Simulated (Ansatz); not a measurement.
# BCl3H2: the cost of one run

Method: RKS PBE-D4/def2-SVP, in Ansatz 0.2.0.

## 1. The starting structure

Bond lengths: B1–Cl2 2.210 Å, B1–Cl3 1.860 Å, B1–Cl4 1.860 Å, Cl2–H6 1.516 Å. Angles: B1–Cl2–H6 56.2°, Cl2–B1–Cl3 120.0°, Cl2–B1–Cl4 120.0°, Cl3–B1–Cl4 120.0°.

Structure file:

```xyz
6

B     0.0000    0.0000    0.0000
Cl    0.0000    0.0000    2.2100
Cl    1.6108    0.0000   -0.9300
Cl   -1.6108    0.0000   -0.9300
H     0.0623   -1.4126    0.4698
H     0.0555   -1.2580    1.3665
```

## 2. A restrained relaxation towards end A

Springs on the bonds that form and break draw the guess towards this end; the thresholds are loose.

input.yaml reads:

```yaml
crystal:
  periodic: [false, false, false]
  atoms:
    - { symbol: B, position_ang: [0.0, 0.0, 0.0] }
    - { symbol: Cl, position_ang: [0.0, 0.0, 2.21] }
    - { symbol: Cl, position_ang: [1.6108, 0.0, -0.93] }
    - { symbol: Cl, position_ang: [-1.6108, 0.0, -0.93] }
    - { symbol: H, position_ang: [0.0623, -1.4126, 0.4698] }
    - { symbol: H, position_ang: [0.0555, -1.258, 1.3665] }
basis:
  gaussian: { orbitals: def2-SVP }
hamiltonian:
  xc: pbe
  dispersion: d4
relax:
  f_tol: 0.15
  max_steps: 25
  restrain:
    - { distance: [0, 4], at: 2.39, k: 30.0 }
    - { distance: [5, 1], at: 2.57, k: 30.0 }
    - { distance: [0, 1], at: 1.86, k: 30.0 }
    - { distance: [5, 4], at: 0.66, k: 30.0 }
```

Started as:

```bash
$ ansatz run input.yaml --threads 1 --pin off --max-ram 2048MiB --backend cpu --events-out ev --progress --plain --runs-dir out
```

Q: Estimate wall time and peak memory on 1 thread of Arm Neoverse V1, shared host.

About 14 s, with a peak of 0.14 GiB.
